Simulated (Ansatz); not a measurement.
## CH₇BOSSi, SMILES BO[SiH2]SC: a ladder of methods at one geometry, step by step

Program: Ansatz 0.2.0, Python API.

The cells in order, each with its output:

**Cell 1**
```python
from pathlib import Path

import ansatz as az
import numpy as np
```

**Cell 2**
```python
ch7bossi = (
    az.Crystal.molecule()
    .atom('B', (0.1848, 1.97, 1.4109))
    .atom('O', (0.2492, 0.5673, 1.2097))
    .atom('Si', (-1.0026, 0.1569, 0.0602))
    .atom('S', (-0.7915, -1.9422, -0.3509))
    .atom('C', (0.7956, -1.8698, -1.1064))
    .atom('H', (0.7727, 2.7685, 0.7288))
    .atom('H', (-0.52, 2.4488, 2.2656))
    .atom('H', (-2.259, 0.4792, 0.624))
    .atom('H', (-0.7736, 0.9211, -1.1371))
    .atom('H', (1.0992, -2.8767, -1.3928))
    .atom('H', (1.519, -1.4948, -0.3217))
    .atom('H', (0.8031, -1.1835, -1.9562))
)

setup = ch7bossi.calculation().basis(gaussian='def2-SVP')
```

**Cell 3**
```python
print('functional    E (Ha)        dipole (D)   HOMO (eV)  LUMO (eV)')
for name in ['r2scan', 'pbe', 'hse06', 'lda']:
    report = setup.functional(name).forces().orbitals().run(runs_dir='runs').report
    lines = Path(report['orbitals_path']).read_text().splitlines()
    field_of = lambda key: [line.split('=')[1].strip() for line in lines if line.startswith(key)]
    orbitals = [(27.211386 * float(e), s, float(n)) for e, s, n in zip(field_of('Ene='), field_of('Spin='), field_of('Occup='))]
    homo = max(e for e, _, n in orbitals if n > 0.5)
    lumo = min(e for e, _, n in orbitals if n < 0.5)
    dipole = 4.803205 * np.linalg.norm(report['charge_distribution']['dipole_moment_e_ang'])
    print(f'{name:10s} {report["free_energy_ev"] / 27.211386246:14.6f} {dipole:9.3f} {homo:11.3f} {lumo:10.3f}')
```
Output:
```text
functional    E (Ha)        dipole (D)   HOMO (eV)  LUMO (eV)
r2scan        -829.672661     1.395      -6.109     -2.063
pbe           -829.293747     1.348      -5.819     -2.407
hse06         -829.355669     1.385      -6.644     -1.802
lda           -826.031601     1.388      -5.884     -2.707
```

Notes:
- Total energies depend on the basis set; only differences at equal settings carry meaning.
- The geometry is a force-field or estimated start, not a minimum of this method, and the basis set is short of its limit. A lower total doesn't mark the better method: functionals have no common bound, and MP2 and coupled cluster aren't variational.
- Levels such as HOMO and LUMO are orbital energies: with these approximate functionals they aren't the ionisation energy and electron affinity, and their gap isn't the fundamental gap.
- hse06 follows the composition of plane-wave codes, whose totals differ by tens of mHa, up to about 0.1 Ha, from the form usual in Gaussian-basis programs (wpbeh).
- Timing: 22 s on 1 thread of Arm Neoverse V1, with other jobs on the host, peak memory 0.34 GiB.
